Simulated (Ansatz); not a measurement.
# C2F4O (trifluoroacetyl fluoride): CAM-B3LYP/cc-pVDZ

What is the energy change on altering one bond length of C2F4O (trifluoroacetyl fluoride) at CAM-B3LYP/cc-pVDZ? 

The results are computed with Ansatz 0.2.0.

51 further runs of the same task are left out: 51 set aside as unsound or not needed.

## 1. The structure to begin with

The species is C2F4O (7 atoms), meant as a singlet with charge 0. SMILES: `O=C(F)C(F)(F)F`. Geometry: relaxed at PBE0-D4/def2-TZVP.

Bond lengths: O1–C2 1.172 Å, C2–F3 1.326 Å, C2–C4 1.542 Å, C4–F5 1.330 Å, C4–F6 1.330 Å, C4–F7 1.318 Å. Angles: O1–C2–F3 124.0°, O1–C2–C4 126.4°, F3–C2–C4 109.5°, C2–C4–F5 109.8°, C2–C4–F6 109.8°, C2–C4–F7 110.2°, F5–C4–F6 108.7°, F5–C4–F7 109.1°, F6–C4–F7 109.1°.

## 2. The energy at CAM-B3LYP/cc-pVDZ

job.yaml

```yaml
crystal:
  periodic: [false, false, false]
  atoms:
    - {symbol: O, position_ang: [1.061180, -1.396170, 0.701140]}
    - {symbol: C, position_ang: [0.088980, -0.798110, 0.435150]}
    - {symbol: F, position_ang: [-1.136840, -1.201010, 0.739860]}
    - {symbol: C, position_ang: [0.018150, 0.551850, -0.306440]}
    - {symbol: F, position_ang: [-0.697880, 0.418270, -1.418740]}
    - {symbol: F, position_ang: [-0.564330, 1.461580, 0.468830]}
    - {symbol: F, position_ang: [1.230750, 0.963590, -0.619810]}
basis:
  gaussian: {orbitals: cc-pVDZ}
hamiltonian: {xc: {name: CAM-B3LYP}}
accuracy: high
output: {orbitals: {seedname: orbitals}}
```

On the command line:

```sh
$ ansatz run job.yaml --threads 1 --pin off --max-ram 3480MiB --events-out events.jsonl --progress --plain --runs-dir runs
```

Log:

```text
Warning: RAYON_NUM_THREADS=1 ignored (pool sized by the plan → 1); use --threads N
Functional definition: CAM-B3LYP
  name "CAM-B3LYP"
  parameter alpha = 0.19
  parameter beta = 0.46
  parameter omega = 0.33/bohr
  parameter ac = 0.81
  exchange = (1 - alpha - beta)*b88_x + beta*b88_x_sr(omega) + alpha*exact_x + beta*exact_x_lr(omega)
  correlation = (1 - ac)*vwn5_c + ac*lyp_c
2166 factors; integrals over basis functions are off by at most 2.9e-9 eV
348 factors; integrals over basis functions are off by at most 1.5e-9 eV
mean field evaluation 1: about -14978.7403 eV, gradient 6.1e1 eV
mean field evaluation 2: about -14970.9168 eV, gradient 9.4e1 eV
mean field evaluation 4: about -14984.6007 eV, gradient 4.2e0 eV
mean field evaluation 8: about -14984.8575 eV, gradient 3.1e-1 eV
mean field evaluation 16: about -14984.8576 eV, gradient 1.5e-4 eV
mean field -14984.85761128 eV, -550.6833601131 hartree, gradient 6.1e-8 eV, S^2 0.000000; 0 other end points of the search recorded, 0 dependent functions left out
reference -14984.85762334 eV, -550.6833605566 hartree; 28, 28 occupied and 70, 70 virtual orbitals, 2166 factors
Total energy: -14984.85762334 eV, -550.6833605566 hartree
```

Wall time 8.4 s (1 thread of Arm Neoverse V2, shared host); peak memory 0.39 GiB.

## 3. The distorted shape at the same level

in.yaml

```yaml
crystal:
  periodic: [false, false, false]
  atoms:
    - {symbol: O, position_ang: [0.697396, -1.519693, 0.795152]}
    - {symbol: C, position_ang: [-0.274804, -0.921633, 0.529162]}
    - {symbol: F, position_ang: [-1.500624, -1.324533, 0.833872]}
    - {symbol: C, position_ang: [-0.345634, 0.428327, -0.212428]}
    - {symbol: F, position_ang: [-1.061664, 0.294747, -1.324728]}
    - {symbol: F, position_ang: [-0.928114, 1.338057, 0.562842]}
    - {symbol: F, position_ang: [1.230750, 0.963590, -0.619810]}
basis:
  gaussian: {orbitals: cc-pVDZ}
output: {orbitals: {seedname: orbitals}}
accuracy: high
hamiltonian: {xc: {name: CAM-B3LYP}}
```

On the command line:

```sh
$ ansatz run in.yaml --threads 1 --pin off --max-ram 3480MiB --events-out events.jsonl --progress --plain --runs-dir runs
```

Log, cut to the lines that bear on the results:

```text
Warning: RAYON_NUM_THREADS=1 ignored (pool sized by the plan → 1); use --threads N
[... 8 set-up lines as earlier in the session ...]
2153 factors; integrals over basis functions are off by at most 2.7e-9 eV
352 factors; integrals over basis functions are off by at most 1.7e-9 eV
mean field evaluation 1: about -14975.4392 eV, gradient 6.6e1 eV
mean field evaluation 2: about -14958.3518 eV, gradient 1.2e2 eV
mean field evaluation 4: about -14982.9597 eV, gradient 6.0e0 eV
mean field evaluation 8: about -14983.2193 eV, gradient 1.8e-1 eV
mean field evaluation 16: about -14983.2194 eV, gradient 8.0e-5 eV
mean field -14983.21936006 eV, -550.6231554914 hartree, gradient 7.0e-8 eV, S^2 0.000000; 0 other end points of the search recorded, 0 dependent functions left out
reference -14983.21937238 eV, -550.6231559442 hartree; 28, 28 occupied and 70, 70 virtual orbitals, 2153 factors
Total energy: -14983.21937238 eV, -550.6231559442 hartree
```

Wall time 7.8 s (1 thread of Arm Neoverse V2, shared host); peak memory 0.39 GiB.

## 4. Results

At CAM-B3LYP/cc-pVDZ:

| quantity | value |
| --- | --- |
| first shape: total energy | -550.68336 Eh |
| first shape: HOMO energy | -11.19 eV |
| first shape: LUMO energy | -0.13 eV |
| first shape: HOMO–LUMO gap | 11.06 eV |
| distorted shape: total energy | -550.62316 Eh |
| distorted shape: HOMO energy | -11.49 eV |
| distorted shape: LUMO energy | -0.53 eV |
| distorted shape: HOMO–LUMO gap | 10.96 eV |
| energy change with the C4–F7 bond stretched from 1.318 to 1.714 Å | 1.638 eV |

**Reading.** With the C4–F7 bond stretched from 1.318 to 1.714 Å the energy rises by 1.64 eV (158 kJ/mol). The first shape isn't relaxed at this level, so the change isn't measured from a minimum.
